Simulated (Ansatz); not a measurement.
# ZrSbCl3: relaxing the atoms in a fixed cell

Wanted: the geometry at rest of ZrSbCl3 (a borrowed structure type, volume estimated), relaxing the atoms in a fixed cell, and its electronic structure there.

Method: DFT, r2SCAN, no spin polarisation, plane waves, PAW, in Ansatz 0.2.0.

## (1) The system as given

Symmetry: Amm2, No. 38, orthorhombic system. Conventional cell: a = 5.016 Å, b = 7.147 Å, c = 7.155 Å, α = 90.00°, β = 90.00°, γ = 90.00°. Sb (site symmetry mm2) has 12 Cl at 3.43 to 3.72 Å as nearest neighbours. Cl (site symmetry m) has 2 Zr at 2.49 to 2.56 Å and 4 Sb at 3.50 to 3.63 Å as nearest neighbours. Cl (site symmetry mm2) is surrounded by 2 Zr at 2.51 Å and 4 Sb at 3.43 to 3.72 Å. Zr (site symmetry mm2) has 6 Cl at 2.49 to 2.56 Å as nearest neighbours.

As a file:

```
Sb Cl Zr
1.0
     3.57330    3.57755    0.00000
     3.57330   -3.57755    0.00000
     0.00000    0.00000   -5.01596
Sb Cl Zr
1 3 1
Direct
  0.00000 0.00000 0.00000
  0.48200 0.03800 0.50000
  0.96200 0.51800 0.50000
  0.48000 0.52000 0.00000
  0.46900 0.53100 0.50000
```

It starts from an earlier solution of the starting cell (checkpoint.read).

## (2) The relaxation

Input file input.yaml:

```yaml
crystal:
  lattice:
    - [3.573299, 3.577545, 0.0]
    - [3.573299, -3.577545, 0.0]
    - [0.0, 0.0, -5.015965]
  atoms:
    - { symbol: Sb, position: [0.0, 0.0, 0.0] }
    - { symbol: Cl, position: [0.482, 0.038, 0.5] }
    - { symbol: Cl, position: [0.962, 0.518, 0.5] }
    - { symbol: Cl, position: [0.48, 0.52, 0.0] }
    - { symbol: Zr, position: [0.469, 0.531, 0.5] }
  symmetry: { tolerance: 0.0003 }
kpoints:
  mp_grid: { grid: [6, 6, 6], shift: [0, 0, 0] }
magnetization:
  spin_polarized: false
scf:
  occupations: { method: fermi_dirac }
  lower_state_search: "off"
hamiltonian:
  pseudopotentials: { kind: paw }
  xc: r2scan
basis:
  ecutwfc: 500
  fft_grid_basis: typed
relax:
  max_steps: 40
  f_tol: 0.03
output:
  forces: true
  stress: true
  eigenvalues: true
  bader: true
  populations: true
  elf: true
  write_potential: true
  volumetric_format: npy
  dos:
    e_range: [-12, 8]
    de: 0.05
    projected: { site_lists: { Cl: [Cl], Sb: [Sb], Zr: [Zr] } }
checkpoint:
  read: saved_state
```

Started as:

```bash
$ ansatz run input.yaml --threads 2 --pin off --max-ram 2560MiB --backend cpu --events-out ev --progress --plain --runs-dir out
```

What it wrote, shortened:

```text
Warning: output.stress: scf.convergence.dr2_threshold = 1e-7 eV (the SCF's general default) is looser than the 5e-10 eV advised for a printed stress (1e-10 eV for each atom of the cell: 5). What an SCF threshold leaves in a stress goes as its square root, and in the free energy as the [...]
Warning: RAYON_NUM_THREADS=2 ignored (pool sized by the plan → 2); use --threads N
[...]
Pseudopotentials: kind: paw
Pseudopotential: Sb, paw, valence charge 15, recommended cutoff 500 eV (meta_gga), Sb.paw.azcp
Pseudopotential: Cl, paw, valence charge 7, recommended cutoff 500 eV (meta_gga), Cl.paw.azcp
Pseudopotential: Zr, paw, valence charge 12, recommended cutoff 500 eV (meta_gga), Zr.paw.azcp
Functional definition: r2SCAN
[...]
Crystal: 5 atoms, lattice volume = 128.245 Å³
Basis set: ecut = 500 eV, 3231 PW (Γ), exchange–correlation on 160×160×160 points (64 copies of the dense FFT grid, shifted against one another)
Bands: 29, of which v1, the nominal top of the filled ones, is band 24 counted from 1 (23 counted from 0)
Symmetry: 4 space group operations
Space group: Amm2 (ITA 38), of the structure as read, at distance tolerance 1.5e-3 Å
k-points: 52 of 216 (time reversal used)
[...]
SCF iter   1: F=-13948.577459 eV  HF=-13948.616575 eV  |F-HF|=3.91e-2  |Δ(HF+E_count)|=         —  Δρ=3.03e-3  dr2=5.02e-2  dr2_τ=2.69e-3  ethr=8.83e-5  ⟨swp⟩=2.0  Hψ=9519  notcnv=0
[...]
relax step   1: F+E_penalty+E_count = -13948.61709022 eV  Δ(F+E_penalty+E_count) = +0.000e0 eV  max|allowed force component| = 3.400e-1 eV/Å  Δτ_max = 0.0000 Å  (7 SCF iters, accepted)
[...]
relax step   3: F+E_penalty+E_count = -13948.65293787 eV  Δ(F+E_penalty+E_count) = -2.274e-2 eV  max|allowed force component| = 2.156e-1 eV/Å  Δτ_max = 0.1020 Å  (7 SCF iters, dr2 threshold 2.73e-6 eV, accepted)
[...]
relax step   4: F+E_penalty+E_count = -13948.70933291 eV  Δ(F+E_penalty+E_count) = -5.640e-2 eV  max|allowed force component| = 5.374e-1 eV/Å  Δτ_max = 0.1057 Å  (7 SCF iters, dr2 threshold 1.76e-5 eV, accepted)
[...]
SCF iter   6: F=-13948.950463 eV  HF=-13948.950504 eV  |F-HF|=4.14e-5  |Δ(HF+E_count)|=   7.29e-5  Δρ=2.62e-4  dr2=1.66e-4  dr2_τ=5.58e-6  ethr=6.98e-6  ⟨swp⟩=2.5  Hψ=2279  notcnv=0
```

## (3) More of the same log

The log, continued:

```text
SCF iter   7: F=-13948.950497 eV  HF=-13948.950515 eV  |F-HF|=1.81e-5  |Δ(HF+E_count)|=   1.05e-5  Δρ=9.85e-5  dr2=3.59e-5  dr2_τ=7.84e-7  ethr=2.08e-7  ⟨swp⟩=10.9  Hψ=14373  notcnv=0
SCF 5 converged in 7 iterations: F = -13948.950497 eV  dr2 = 3.59e-5
relax step   5: F+E_penalty+E_count = -13948.95049682 eV  Δ(F+E_penalty+E_count) = -2.412e-1 eV  max|allowed force component| = 1.014e0 eV/Å  Δτ_max = 0.1947 Å  (7 SCF iters, dr2 threshold 1.00e-4 eV, accepted)
iter 1 solved again at ethr=1.23e-3 eV; its pass at ethr=3.10e-3 eV (dr2=5.93e-1 eV) is discarded
SCF iter   1: F=-13948.905483 eV  HF=-13948.893525 eV  |F-HF|=1.20e-2  |Δ(HF+E_count)|=         —  Δρ=1.57e-2  dr2=5.98e-1  dr2_τ=2.79e0  ethr=1.23e-3  ⟨swp⟩=1.0  Hψ=8017  notcnv=0
preconditioner: auto → Kerker (q_TF=auto, 2.316 Å⁻¹)  [metal: Δε(μ)=0.016 eV  Ē_g=8.535 eV  σ=0.100 eV  W_gap=0.04  n_scr=26 (ndim 8)  ℏωp=18.0 eV  f_vac=0.003  D(μ)=4.51/eV (n_scr^D=32)]
SCF iter   2: F=-13949.210900 eV  HF=-13949.333045 eV  |F-HF|=1.22e-1  |Δ(HF+E_count)|=   4.40e-1  Δρ=8.68e-3  dr2=1.89e-1  dr2_τ=5.56e-3  ethr=1.23e-3  ⟨swp⟩=3.0  Hψ=3358  notcnv=0
SCF iter   3: F=-13949.269132 eV  HF=-13949.303085 eV  |F-HF|=3.40e-2  |Δ(HF+E_count)|=   3.00e-2  Δρ=4.02e-3  dr2=5.29e-2  dr2_τ=4.89e-3  ethr=3.94e-4  ⟨swp⟩=2.2  Hψ=2621  notcnv=0
SCF iter   4: F=-13949.293587 eV  HF=-13949.295920 eV  |F-HF|=2.33e-3  |Δ(HF+E_count)|=   7.17e-3  Δρ=1.48e-3  dr2=6.04e-3  dr2_τ=2.52e-4  ethr=1.10e-4  ⟨swp⟩=2.0  Hψ=2180  notcnv=0
SCF iter   5: F=-13949.294932 eV  HF=-13949.295588 eV  |F-HF|=6.56e-4  |Δ(HF+E_count)|=   3.32e-4  Δρ=8.78e-4  dr2=1.88e-3  dr2_τ=4.28e-5  ethr=1.26e-5  ⟨swp⟩=2.1  Hψ=1817  notcnv=0
SCF iter   6: F=-13949.295577 eV  HF=-13949.295595 eV  |F-HF|=1.82e-5  |Δ(HF+E_count)|=   7.04e-6  Δρ=2.34e-4  dr2=1.25e-4  dr2_τ=3.57e-6  ethr=3.93e-6  ⟨swp⟩=2.1  Hψ=2150  notcnv=0
SCF iter   7: F=-13949.295602 eV  HF=-13949.295607 eV  |F-HF|=5.71e-6  |Δ(HF+E_count)|=   1.21e-5  Δρ=8.00e-5  dr2=2.09e-5  dr2_τ=4.71e-7  ethr=2.08e-7  ⟨swp⟩=10.9  Hψ=14342  notcnv=0
SCF 6 converged in 7 iterations: F = -13949.295602 eV  dr2 = 2.09e-5
relax step   6: F+E_penalty+E_count = -13949.29560153 eV  Δ(F+E_penalty+E_count) = -3.451e-1 eV  max|allowed force component| = 8.982e-1 eV/Å  Δτ_max = 0.1990 Å  (7 SCF iters, dr2 threshold 1.00e-4 eV, accepted)
iter 1 solved again at ethr=8.04e-4 eV; its pass at ethr=3.10e-3 eV (dr2=3.86e-1 eV) is discarded
SCF iter   1: F=-13949.190068 eV  HF=-13949.064998 eV  |F-HF|=1.25e-1  |Δ(HF+E_count)|=         —  Δρ=1.50e-2  dr2=3.91e-1  dr2_τ=2.57e0  ethr=8.04e-4  ⟨swp⟩=1.0  Hψ=7623  notcnv=0
preconditioner: auto → Kerker (q_TF=auto, 2.316 Å⁻¹)  [metal: Δε(μ)=0.010 eV  Ē_g=8.542 eV  σ=0.100 eV  W_gap=0.02  n_scr=26 (ndim 8)  ℏωp=18.0 eV  f_vac=0.005  D(μ)=4.36/eV (n_scr^D=26)]
SCF iter   2: F=-13949.385088 eV  HF=-13949.445749 eV  |F-HF|=6.07e-2  |Δ(HF+E_count)|=   3.81e-1  Δρ=7.90e-3  dr2=1.06e-1  dr2_τ=3.71e-3  ethr=8.04e-4  ⟨swp⟩=3.0  Hψ=3338  notcnv=0
SCF iter   3: F=-13949.423536 eV  HF=-13949.432747 eV  |F-HF|=9.21e-3  |Δ(HF+E_count)|=   1.30e-2  Δρ=2.36e-3  dr2=1.63e-2  dr2_τ=8.99e-4  ethr=2.21e-4  ⟨swp⟩=2.0  Hψ=2523  notcnv=0
SCF iter   4: F=-13949.429770 eV  HF=-13949.430463 eV  |F-HF|=6.93e-4  |Δ(HF+E_count)|=   2.28e-3  Δρ=9.08e-4  dr2=1.97e-3  dr2_τ=4.09e-5  ethr=3.39e-5  ⟨swp⟩=2.1  Hψ=2187  notcnv=0
SCF iter   5: F=-13949.430340 eV  HF=-13949.430359 eV  |F-HF|=1.90e-5  |Δ(HF+E_count)|=   1.05e-4  Δρ=2.56e-4  dr2=1.48e-4  dr2_τ=5.47e-6  ethr=4.11e-6  ⟨swp⟩=2.5  Hψ=2606  notcnv=0
SCF iter   6: F=-13949.430383 eV  HF=-13949.430383 eV  |F-HF|=1.72e-7  |Δ(HF+E_count)|=   2.43e-5  Δρ=7.86e-5  dr2=1.46e-5  dr2_τ=1.14e-6  ethr=2.08e-7  ⟨swp⟩=11.2  Hψ=14403  notcnv=0
SCF 7 converged in 6 iterations: F = -13949.430383 eV  dr2 = 1.46e-5
relax step   7: F+E_penalty+E_count = -13949.43038277 eV  Δ(F+E_penalty+E_count) = -1.348e-1 eV  max|allowed force component| = 1.982e-1 eV/Å  Δτ_max = 0.1949 Å  (6 SCF iters, dr2 threshold 1.00e-4 eV, accepted)
SCF iter   1: F=-13949.425830 eV  HF=-13949.414118 eV  |F-HF|=1.17e-2  |Δ(HF+E_count)|=         —  Δρ=2.45e-3  dr2=8.51e-3  dr2_τ=5.63e-2  ethr=3.54e-4  ⟨swp⟩=3.1  Hψ=3492  notcnv=0
preconditioner: auto → Kerker (q_TF=auto, 2.316 Å⁻¹)  [metal: Δε(μ)=0.007 eV  Ē_g=8.648 eV  σ=0.100 eV  W_gap=0.02  n_scr=26 (ndim 8)  ℏωp=18.0 eV  f_vac=0.006  D(μ)=4.01/eV (n_scr^D=26)]
SCF iter   2: F=-13949.430199 eV  HF=-13949.430920 eV  |F-HF|=7.21e-4  |Δ(HF+E_count)|=   1.68e-2  Δρ=1.27e-3  dr2=1.97e-3  dr2_τ=1.41e-4  ethr=1.77e-5  ⟨swp⟩=2.0  Hψ=3422  notcnv=0
SCF iter   3: F=-13949.430793 eV  HF=-13949.430843 eV  |F-HF|=4.99e-5  |Δ(HF+E_count)|=   7.76e-5  Δρ=3.14e-4  dr2=1.95e-4  dr2_τ=1.14e-5  ethr=4.10e-6  ⟨swp⟩=2.8  Hψ=2593  notcnv=0
SCF iter   4: F=-13949.430856 eV  HF=-13949.430857 eV  |F-HF|=4.08e-7  |Δ(HF+E_count)|=   1.39e-5  Δρ=8.02e-5  dr2=1.26e-5  dr2_τ=5.51e-7  ethr=4.06e-7  ⟨swp⟩=2.0  Hψ=2087  notcnv=0
SCF iter   5: F=-13949.430859 eV  HF=-13949.430859 eV  |F-HF|=9.11e-7  |Δ(HF+E_count)|=   2.72e-6  Δρ=2.83e-5  dr2=2.34e-6  dr2_τ=1.47e-7  ethr=5.12e-9  ⟨swp⟩=12.3  Hψ=13474  notcnv=0
SCF 8 converged in 5 iterations: F = -13949.430859 eV  dr2 = 2.34e-6
relax step   8: F+E_penalty+E_count = -13949.43085852 eV  Δ(F+E_penalty+E_count) = -4.757e-4 eV  max|allowed force component| = 2.786e-1 eV/Å  Δτ_max = 0.0286 Å  (5 SCF iters, dr2 threshold 2.46e-6 eV, accepted)
SCF iter   1: F=-13949.434714 eV  HF=-13949.432522 eV  |F-HF|=2.19e-3  |Δ(HF+E_count)|=         —  Δρ=9.97e-4  dr2=1.71e-3  dr2_τ=1.04e-2  ethr=3.74e-5  ⟨swp⟩=2.0  Hψ=4005  notcnv=0
preconditioner: auto → Kerker (q_TF=auto, 2.316 Å⁻¹)  [metal: Δε(μ)=0.011 eV  Ē_g=8.647 eV  σ=0.100 eV  W_gap=0.03  n_scr=26 (ndim 8)  ℏωp=18.0 eV  f_vac=0.006  D(μ)=3.99/eV (n_scr^D=26)]
SCF iter   2: F=-13949.435632 eV  HF=-13949.435808 eV  |F-HF|=1.76e-4  |Δ(HF+E_count)|=   3.29e-3  Δρ=5.21e-4  dr2=4.27e-4  dr2_τ=2.56e-5  ethr=3.57e-6  ⟨swp⟩=2.0  Hψ=3190  notcnv=0
SCF iter   3: F=-13949.435740 eV  HF=-13949.435757 eV  |F-HF|=1.72e-5  |Δ(HF+E_count)|=   5.03e-5  Δρ=1.82e-4  dr2=6.53e-5  dr2_τ=6.49e-6  ethr=8.91e-7  ⟨swp⟩=2.9  Hψ=2665  notcnv=0
SCF iter   4: F=-13949.435758 eV  HF=-13949.435758 eV  |F-HF|=2.60e-7  |Δ(HF+E_count)|=   8.29e-7  Δρ=5.54e-5  dr2=5.65e-6  dr2_τ=1.88e-7  ethr=1.36e-7  ⟨swp⟩=2.0  Hψ=2084  notcnv=0
SCF iter   5: F=-13949.435759 eV  HF=-13949.435759 eV  |F-HF|=1.07e-8  |Δ(HF+E_count)|=   1.14e-6  Δρ=1.52e-5  dr2=4.20e-7  dr2_τ=1.92e-8  ethr=1.01e-8  ⟨swp⟩=12.0  Hψ=13071  notcnv=0
SCF 9 converged in 5 iterations: F = -13949.435759 eV  dr2 = 4.20e-7
relax step   9: F+E_penalty+E_count = -13949.43575919 eV  Δ(F+E_penalty+E_count) = -4.901e-3 eV  max|allowed force component| = 2.098e-2 eV/Å  Δτ_max = 0.0142 Å  (5 SCF iters, dr2 threshold 4.85e-6 eV, accepted)
iter 1 solved again at ethr=8.75e-10 eV; its pass at ethr=3.10e-3 eV (dr2=4.20e-7 eV) is discarded
SCF iter   1: F=-13949.435759 eV  HF=-13949.435759 eV  |F-HF|=1.07e-8  |Δ(HF+E_count)|=         —  Δρ=1.52e-5  dr2=4.20e-7  dr2_τ=1.92e-8  ethr=8.75e-10  ⟨swp⟩=1.0  Hψ=4472  notcnv=0
preconditioner: auto → Kerker (q_TF=auto, 2.316 Å⁻¹)  [metal: Δε(μ)=0.009 eV  Ē_g=8.636 eV  σ=0.100 eV  W_gap=0.02  n_scr=26 (ndim 8)  ℏωp=18.0 eV  f_vac=0.006  D(μ)=3.99/eV (n_scr^D=26)]
SCF iter   2: F=-13949.435759 eV  HF=-13949.435759 eV  |F-HF|=6.63e-9  |Δ(HF+E_count)|=   5.33e-8  Δρ=9.93e-6  dr2=2.30e-7  dr2_τ=3.78e-9  ethr=8.75e-10  ⟨swp⟩=1.0  Hψ=1508  notcnv=0
SCF iter   3: F=-13949.435759 eV  HF=-13949.435759 eV  |F-HF|=7.94e-9  |Δ(HF+E_count)|=   4.82e-8  Δρ=3.27e-6  dr2=3.86e-8  dr2_τ=9.62e-10  ethr=2.08e-10  ⟨swp⟩=6.6  Hψ=9967  notcnv=0
SCF 10 converged in 3 iterations: F = -13949.435759 eV  dr2 = 3.86e-8
relax step  10: F+E_penalty+E_count = -13949.43575929 eV  Δ(F+E_penalty+E_count) = -1.044e-7 eV  max|allowed force component| = 2.112e-2 eV/Å  Δτ_max = 0.0000 Å  (3 SCF iters, accepted)
iter 1 solved again at ethr=8.05e-11 eV; its pass at ethr=3.10e-3 eV (dr2=3.86e-8 eV) is discarded
SCF iter   1: F=-13949.435759 eV  HF=-13949.435759 eV  |F-HF|=7.95e-9  |Δ(HF+E_count)|=         —  Δρ=3.27e-6  dr2=3.86e-8  dr2_τ=9.62e-10  ethr=8.05e-11  ⟨swp⟩=1.0  Hψ=6959  notcnv=0
SCF iter   2: F=-13949.435759 eV  HF=-13949.435759 eV  |F-HF|=4.97e-9  |Δ(HF+E_count)|=   1.48e-9  Δρ=2.43e-6  dr2=2.36e-8  dr2_τ=2.06e-10  ethr=8.05e-11  ⟨swp⟩=7.0  Hψ=8367  notcnv=0
SCF 11 converged in 2 iterations: F = -13949.435759 eV  dr2 = 2.36e-8
SCF converged after 2 iterations
Free energy (F): -13949.435759 eV
Harris-Foulkes:  -13949.435759 eV  (|F-HF|=4.97e-9)
Internal energy: -13949.306818 eV  (E = F + TS)
E sigma→0 (E₀):  -13949.371289 eV
Entropy (-TS):   -0.128941 eV (-25.788 meV/atom)
Fermi energy:    7.451328 eV
--- Per-component energies (eV) ---
  E_band       = -438.154995
  E_kinetic    = 1019.515939
  E_local      = -3305.127387  (includes V_loc(G=0)·N_el)
  E_nonlocal   = 525.843674
  E_hartree    = 1283.576778
  E_xc         = -593.979098
  E_vxc        = -715.058948  (∫ρ·V_xc dr)
  E_paw        = -9570.455703  (= ΣΔE_a)
  E_vpaw       = -570.371155  (= ΣTr[D̂ρ^β])
  E_aug_tail   = 0.000122  (compensation charges beyond the density's cutoff)
  E_vtau       = 39.888748  (kinetic-family band-sum trace: ∫τ·v_τ [+ j·A + Jᵃ·Aᵃ] dr)
  E_ewald      = -3308.613219
  E_core_change = -0.067925  (= ΣΔE_core)
  E_smearing   = -0.128941  (= −TS)
  E_closure    = 0.000000  (closes the sum)
  Σ components = -13949.435759   (vs F -13949.435759, Δ=0.00e0)
--- Forces (eV/Å), atoms counted from 1 ---
  atom   1  Sb     0.00000000     0.02114739     0.00000000
  atom   2  Cl    -0.00419488    -0.00548955     0.00000000
  atom   3  Cl     0.00419488    -0.00548955     0.00000000
  atom   4  Cl    -0.00000000     0.00206794     0.00000000
  atom   5  Zr    -0.00000000    -0.01224340     0.00000000
  max |Σ_I F_I| component: 7.17e-6 eV/Å
--- Stress (GPa, compression-positive) ---
        8.332520       0.000000      -0.000000
        0.000000      -2.262918      -0.000000
       -0.000000      -0.000000      -2.942423
  P = ⅓ Tr σ = 1.0424 GPa (10.424 kbar)
--- Band table (eV; the first three rows and the last of 52) ---
  k-point 0: bands = ["-44.9342", "-22.4500", "-22.2446", "-22.2032", "-22.1879", "-22.1726", "-22.1118", "-21.9635", "-21.9512", "-10.5136", "-9.5814", "-9.3707", "-1.4928", "0.5799", "1.1345", "1.5585", "2.4443", "2.6131", "2.9486", "3.0102", "3.1581", "3.4643", "6.6641", "7.8641", "7.8741", "7.9567", "9.1069", "9.9289", "10.1624"]
  k-point 1: bands = ["-44.9342", "-22.4499", "-22.2459", "-22.2035", "-22.1973", "-22.1590", "-22.1116", "-21.9655", "-21.9555", "-10.4706", "-9.6044", "-9.3683", "-1.5124", "0.5107", "1.1097", "1.6267", "2.5007", "2.7163", "2.9057", "3.0596", "3.1037", "3.4122", "6.2540", "7.7835", "7.8114", "8.2149", "8.8841", "10.0086", "10.1421"]
  k-point 2: bands = ["-44.9341", "-22.4496", "-22.2504", "-22.2040", "-22.1998", "-22.1463", "-22.1112", "-21.9696", "-21.9637", "-10.3749", "-9.6602", "-9.3634", "-1.5579", "0.3763", "1.2615", "1.8129", "2.3441", "2.6395", "2.8175", "2.9524", "3.3516", "3.3828", "5.9102", "7.3024", "7.7435", "8.6617", "8.7196", "9.7707", "10.0800"]
  k-point 51: bands = ["-44.9338", "-22.4648", "-22.2558", "-22.2110", "-22.2036", "-22.1396", "-22.1106", "-21.9704", "-21.9693", "-10.0303", "-9.6615", "-9.3863", "-1.5245", "-0.3007", "1.1498", "1.3031", "1.6165", "1.9489", "2.4548", "3.6614", "3.8504", "3.9771", "6.7438", "7.3415", "8.2161", "8.2892", "9.0009", "9.2135", "9.2264"]
--- Relaxed structure (10 steps of the walk, 10 accepted, 0 SCFs on fresh bases) ---
  F+E_penalty+E_count = -13949.43575929 eV   max|allowed force component| = 2.112e-2 eV/Å
  atoms:
    - { symbol: Sb, position: [0.08024499460654615, -0.08024499460654612, 0.0] }
    - { symbol: Cl, position: [0.5280198333657904, 0.08100442428248394, 0.5] }
    - { symbol: Cl, position: [0.9189955757175161, 0.4719801666342098, 0.5] }
    - { symbol: Cl, position: [0.5072713727637049, 0.49272862723629507, 0.0] }
    - { symbol: Zr, position: [0.3584682235464424, 0.6415317764535575, 0.5] }
--- Löwdin populations: 5 sites ---
  site symbol       q [e]
     0     Sb     14.9815
     1     Cl      7.2358
     2     Cl      7.2358
     3     Cl      7.3042
     4     Zr     11.0505
  spilling = 0.004006 (of n_electrons = 48.000000)
--- Bader charges: 5 sites ---
  site symbol  charge [e]  shift [e]
     0     Sb      0.0133     0.0000
     1     Cl     -0.6707     0.0002
     2     Cl     -0.6707     0.0002
     3     Cl     -0.6989     0.0001
     4     Zr      2.0270     0.0005
  estimated error of the sums over rays = 5.0e-4 e
```

Run time: 2.4 min. Hardware: 2 threads of an x86-64 CPU, shared host; peak memory 0.84 GiB.

Step by step:

```csv
step,energy from step 1 (eV/cell),largest force component (eV/Å)
1,0.0000,0.3400
2,-0.0131,0.2090
3,-0.0358,0.2156
4,-0.0922,0.5374
5,-0.3334,1.0139
6,-0.6785,0.8982
7,-0.8133,0.1982
8,-0.8138,0.2786
9,-0.8187,0.0210
10,-0.8187,0.0211
```

Step 1 is the start. Step 10 solves the same geometry again.

Largest move: Zr5, 0.79 Å.

## (4) Total and projected density of states

States per cell by energy window, from dos.tsv and pdos.tsv (tetrahedra; eV from the Fermi level):

| from | to | total | Cl p | Sb p | Zr d |
| --- | --- | --- | --- | --- | --- |
| -4.5 | -4.0 | 3.93 | 3.38 | 0.15 | 0.24 |
| -4.0 | -3.5 | 2.05 | 1.86 | 0.03 | 0.08 |
| -3.5 | -3.0 | 0.00 | 0.00 | 0.00 | 0.00 |
| -3.0 | -2.5 | 0.00 | 0.00 | 0.00 | 0.00 |
| -2.5 | -2.0 | 0.00 | 0.00 | 0.00 | 0.00 |
| -2.0 | -1.5 | 0.00 | 0.00 | 0.00 | 0.00 |
| -1.5 | -1.0 | 1.19 | 0.16 | 0.63 | 0.33 |
| -1.0 | -0.5 | 1.02 | 0.17 | 0.52 | 0.27 |
| -0.5 | 0.0 | 1.68 | 0.22 | 1.11 | 0.27 |
| 0.0 | 0.5 | 2.04 | 0.26 | 1.55 | 0.18 |
| 0.5 | 1.0 | 1.42 | 0.15 | 0.15 | 1.05 |
| 1.0 | 1.5 | 2.62 | 0.29 | 0.17 | 2.01 |

The bands computed are complete only to about 1.8 eV above the Fermi level.

## (5) Atomic charges

By element, from the tables in the log (a charge is positive for electrons lost): Löwdin charges also hold the electrons that the projection spills.

```csv
element,atoms,Bader charge (e),Bader volume (Å³),Löwdin charge (e)
Sb,1,+0.01,37.6,+0.02
Cl,3,-0.70 to -0.67,25.1 to 26.1,-0.30 to -0.24
Zr,1,+2.03,14.3,+0.95
```

Löwdin charges rest on a small set of atomic orbitals that misses 0.4 % of the electrons, so they need not add up to the cell's charge and can differ from Bader's even in sign.

## (6) Fields in real space

Maps in the plane spanned by a and b at height 0.500 along c (axes of the input's cell), one cell: a runs left to right (15 points from zero), b bottom to top (15 points), 90° apart. These are the smooth PAW fields, not the true ones near the nuclei.

Valence density. Ten steps from '0' (0.00 e/Å³) to '9' (3.85 e/Å³), finer at the low end (step k begins (100^(k/10) - 1)/99 of the way up):
```
111234677753210
111234565532111
222467764321111
333699985322233
544799996323455
765799996335678
876689985346887
875456653246860
875333332235787
753222344334677
432123566543455
221124688764333
111135786875311
001135870775310
011235788874210
```

ELF. Ten even steps from '0' (0.01) to '9' (0.89):
```
000015899997100
000001257762000
000046641110001
410488894001355
851681397016899
982683486039999
895499882059975
797147620059952
997100000028987
996101355203999
972016999830389
410038999993025
000059975898200
000159952799500
000048987999400
```

Atoms within 0.2 Å of the plane, in fractions of a and b: Cl at (0.53, 0.08), Cl at (0.92, 0.47), Zr at (0.36, 0.64).

At the density minimum on some short contacts:

| contact | length (Å) | minimum at (fraction) | density (e/Å³) | ELF |
| --- | --- | --- | --- | --- |
| Cl2–Zr5 | 2.381 | 0.53 | 0.579 | 0.28 |
| Cl2–Cl3 | 2.794 | 0.50 | 0.189 | 0.09 |
| Sb1–Cl4 | 3.055 | 0.50 | 0.186 | 0.19 |
| Sb1–Zr5 | 3.202 | 0.53 | 0.251 | 0.68 |

## (7) Results

| quantity | value |
| --- | --- |
| moves | 8 |
| energy gained | 163.7 meV/atom |
| largest move | 0.79 Å (Zr) |
| space group (0.01 Å), before / after | Amm2 / Amm2 |
| pressure left in the fixed cell | 1.0 GPa |
| character | metal |
| density of states, mean within 0.25 eV of the Fermi level | 4 per eV per cell |
| Bader charges | Sb +0.01, Cl -0.70 to -0.67, Zr +2.03 e |

In words: In the fixed cell the largest move of an atom is 0.79 Å; the energy fell by 163.7 meV per atom. With 4 symmetry operations imposed, the end may be a saddle point towards distortions that break them. It is a metal; within 0.25 eV of the Fermi level the density of states averages 4 per eV per cell, mostly Sb p (73 %) and Cl p (13 %). Zr loses most charge (+2.03 e on average) and Cl gains most (-0.68 e).

Limits of this run: the SCF threshold is loose for a stress.
